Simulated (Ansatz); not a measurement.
# AlH8NO3Si: how energies converge with the basis set

Aim: see how fast density functionals converge with the basis set for AlH8NO3Si.

Computed with Ansatz 0.2.0, Gaussian basis. Level: one geometry, several basis sets.

The runs, in order: PBE0-D4/def2-SVP; ωB97M-V/def2-SVP; PBE0-D4/def2-QZVPP; ωB97M-V/def2-QZVPP; the functionals' def2-TZVPP values are taken from earlier runs.

**1. Structure used throughout**

The geometry comes from an earlier relaxation with PBE0-D4 in a triple-zeta def2 set; it is a stationary point, not always the lowest conformer.

14 atoms, charge 0, spin multiplicity 1.

Atoms are counted from 1 here; the program's logs count them from 0.

Bond lengths: O1–Al2 1.720 Å, O1–H7 0.955 Å, Al2–O3 1.730 Å, Al2–O4 1.720 Å, Al2–N5 2.010 Å, O3–H8 0.955 Å, O4–H9 0.954 Å, N5–Si6 1.795 Å, N5–H10 1.017 Å, N5–H11 1.017 Å, Si6–H12 1.474 Å, Si6–H13 1.473 Å, Si6–H14 1.490 Å. Angles: Al2–O1–H7 121.1°, O1–Al2–O3 116.6°, O1–Al2–O4 118.4°, O1–Al2–N5 100.6°, O3–Al2–O4 117.2°, O3–Al2–N5 97.0°, O4–Al2–N5 100.5°, Al2–O3–H8 120.7°, Al2–O4–H9 121.3°, Al2–N5–Si6 111.7°, Al2–N5–H10 106.4°, Al2–N5–H11 106.1°, Si6–N5–H10 112.5°, Si6–N5–H11 112.4°, H10–N5–H11 107.2°, N5–Si6–H12 108.4°, N5–Si6–H13 108.3°, N5–Si6–H14 106.7° and more.

**2. PBE0-D4 in def2-SVP**

in.yaml reads:

```yaml
crystal:
  periodic: [false, false, false]
  atoms:
    - {symbol: O, position_ang: [-2.399430, -0.176126, 0.043482]}
    - {symbol: Al, position_ang: [-0.892402, 0.422994, 0.616065]}
    - {symbol: O, position_ang: [0.023019, -0.631058, 1.637435]}
    - {symbol: O, position_ang: [-0.735449, 2.113330, 0.889681]}
    - {symbol: N, position_ang: [0.239687, 0.211156, -1.031787]}
    - {symbol: Si, position_ang: [1.623960, -0.896839, -0.749031]}
    - {symbol: H, position_ang: [-3.191690, 0.353941, 0.094320]}
    - {symbol: H, position_ang: [-0.386401, -1.390474, 2.047200]}
    - {symbol: H, position_ang: [-0.409718, 2.452565, 1.720243]}
    - {symbol: H, position_ang: [0.536884, 1.146355, -1.297777]}
    - {symbol: H, position_ang: [-0.383582, -0.125377, -1.761331]}
    - {symbol: H, position_ang: [1.091834, -2.242298, -0.465179]}
    - {symbol: H, position_ang: [2.472930, -0.317898, 0.306921]}
    - {symbol: H, position_ang: [2.397559, -0.949671, -2.021444]}
basis:
  gaussian: {orbitals: def2-SVP}
hamiltonian: {xc: pbe0, dispersion: d4}
output: {orbitals: {seedname: orbitals}}
```

On the command line:

```bash
ansatz run in.yaml --threads 4 --pin off --events-out ev --progress --plain --max-ram 11315MiB
```

Further steps of the session: ωB97M-V in def2-SVP; PBE0-D4 in def2-QZVPP; ωB97M-V in def2-QZVPP.

Before running them: what should the planned runs give, taken together? Wanted: PBE0-D4: double and triple zeta above quadruple; ωB97M-V: double and triple zeta above quadruple.

The runs gave:

```
                                       quantity           value
PBE0-D4: double and triple zeta above quadruple  15.91, 0.98 eV
ωB97M-V: double and triple zeta above quadruple  16.09, 0.91 eV
```

For PBE0-D4 the step from double to triple zeta gains 14.94 eV and the next only 0.98 eV. These are total energies; as a rule much of such shifts cancels in differences, which this series doesn't test. The LUMO of ωB97M-V is positive and keeps falling with the basis (1.90 to 0.84 eV): an unbound level that the basis holds in place.
